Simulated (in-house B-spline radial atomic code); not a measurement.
**Excited states and polarisability of Ir⁷⁵⁺ by several methods**

The task here is to estimate one member of a computed series from the others.

The numbers are computed with in-house B-spline radial atomic code version 1 (linear response of a closed shell, each method with its own adiabatic kernel; spin-free one-electron X2C, finite nucleus; B-spline basis; no spin-orbit coupling, no double excitations; only terms of natural parity, (−1)^L, with L up to 3 are computed), except any that are marked as measured or tabulated.

## The system

- element: iridium (Z = 77)
- charge: +75
- configuration: 1s2
- runs: TDHF; PBE; CAM-B3LYP; PBEsol; BP86; LDA (VWN5)

The outer shells:

Ir⁷⁵⁺
```
1s [↑↓]
```

Set-up of the first run:

Settings of the run:

```ini
Z = 77
electrons = 2.0
configuration = 1s2
hamiltonian = x2c
method = hf
box_radius = 1.89
rms_radius = 5.4032
intervals = 61
```

Launch:

```
> python run_td.py task.json out
```

The settings of every run stand in task.json; they run in order.

Steps of the session up to this table: TDHF.

One of the session's tables, all rows but one given; the rest of the session is left out.

It belongs to the step «TDHF». 

| state | full (eV) | Tamm-Dancoff (eV) |
| --- | --- | --- |
| 1s→2s ³S | 64557.2 | 64557.4 |
| 1s→2s ¹S | ? | ? |
| 1s→2p ³P | 66010.3 | 66010.4 |
| 1s→2p ¹P | 66083.2 | 66083.2 |
| 1s→3s ³S | 77090.4 | 77090.5 |
| 1s→3s ¹S | 77129.4 | 77129.4 |
| 1s→3p ³P | 77517.4 | 77517.4 |
| 1s→3p ¹P | 77537.9 | 77538.0 |
| 1s→3d ³D | 77799.2 | 77799.2 |
| 1s→3d ¹D | 77800.0 | 77800.0 |
| 1s→4s ³S | 81378.5 | 81378.5 |
| 1s→4s ¹S | 81394.1 | 81394.1 |
| 1s→4p ³P | 81556.1 | 81556.1 |
| 1s→4p ¹P | 81564.5 | 81564.6 |

Estimate the missing values for 1s→2s ¹S.

**Answer.** full (eV): 64706.6; Tamm-Dancoff (eV): 64706.7. In the column «full (eV)» it lies between 1s→2s ³S (64557.2) and 1s→2p ³P (66010.3).
